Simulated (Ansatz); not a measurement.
Crystal: Ta3AsAu2O13.

```xyz
19
Lattice="5.4020 -0.0008 -0.0016 -2.0172 5.6076 -0.0028 -0.7182 -1.8635 8.4420" Properties=species:S:1:pos:R:3 pbc="T T T"
Ta    0.4020    2.1868    5.0486
Ta    1.8263    1.1445    1.5762
Ta    2.0566    4.8124    0.2295
As    2.8362    4.2897    5.5142
Au   -0.6519    2.7067    1.4534
Au    2.3574    0.2946    6.7957
O     0.1609   -0.0633    1.1950
O     4.6630   -1.5055    7.1850
O    -0.3851    0.3708    5.1915
O    -1.1913    3.4655    4.9245
O     1.2008    2.8656    0.5699
O     2.9846    1.6076    8.2767
O     2.2370   -0.9550    8.3245
O     0.8597    5.1439    1.7678
O     0.4927    1.8974    2.9534
O     3.0780    2.3003    2.4167
O     1.4123    3.9146    4.6484
O     0.5123    2.4998    6.8978
O     2.1736    1.3881    5.1852
```

The cell was built by a generator and needn't be a form met in nature.

```yaml
Program: Ansatz 0.2.0
Task: single point
Functional: PBE
Potentials_or_basis: Ansatz PAW
Cutoff: "420 eV (not typed: the program's choice for these potentials)"
k_mesh: 6 × 5 × 3
Occupations: fermi-dirac, width 0.05 eV
Spin: no spin polarisation
```

On this cell: pressure 0.0 GPa; largest force 0.007 eV/Å; band gap on the k mesh 0.52 eV, indirect (least direct gap 0.60 eV).

The same run follows on a disturbed copy (atoms moved at random, drawn with an rms of 0.05 Å):

```
CELL_PARAMETERS angstrom
5.40201 -0.00077 -0.00162
-2.01720 5.60758 -0.00284
-0.71822 -1.86353 8.44196
ATOMIC_POSITIONS crystal
Ta 0.37397 0.58634 0.60120
Ta 0.46105 0.25406 0.18511
Ta 0.70457 0.87316 0.02760
As 0.98174 0.98678 0.65890
Au 0.11058 0.54546 0.17541
Au 0.66198 0.32282 0.80505
O 0.06308 0.04580 0.13577
O 0.98671 0.02380 0.85623
O 0.11411 0.27067 0.61253
O 0.15161 0.80751 0.58457
O 0.42811 0.53463 0.06963
O 0.90633 0.61593 0.98137
O 0.60131 0.15330 0.98935
O 0.54939 0.99321 0.21201
O 0.32082 0.46327 0.35117
O 0.78722 0.49912 0.28461
O 0.66281 0.88291 0.55434
O 0.46885 0.71806 0.81950
O 0.65357 0.45163 0.61063
```

What changes?

The energy moves by +18.7 meV/atom; pressure 1.5 GPa; largest force 3.062 eV/Å; band gap on the k mesh 0.29 eV, indirect (least direct gap 0.36 eV).

Forces in eV/Å, atoms in the order of the input:
```
Ta  -0.120  0.718 -0.790
Ta  -1.834  2.401  0.500
Ta   0.708 -1.151  0.081
As  -0.414 -0.396 -0.839
Au  -0.906 -0.348  0.110
Au   0.069 -0.357  0.038
O   -0.509 -0.424  0.348
O   -0.087 -0.001 -0.165
O   -0.164 -0.357  0.170
O    0.205  0.031  0.149
O    0.235  0.636 -0.240
O    0.184  0.045  0.175
O    0.031  0.981 -1.272
O    1.411 -2.245  0.556
O   -0.434 -0.201  0.053
O    1.048  0.586  0.021
O    0.332  0.251  0.462
O    0.141  0.047  0.099
O    0.105 -0.216  0.544
```

Stress tensor (GPa, compression positive):
```
 0.98 -1.18 -0.15
-1.18  2.88 -0.07
-0.15 -0.07  0.75
```

Caveats: odd divisions of the mesh miss points on the zone boundary, where band edges often lie, so the gap on the mesh can be too wide; spin-orbit coupling is left out, which moves the levels of the heavy elements.

A k mesh can miss the band edges.
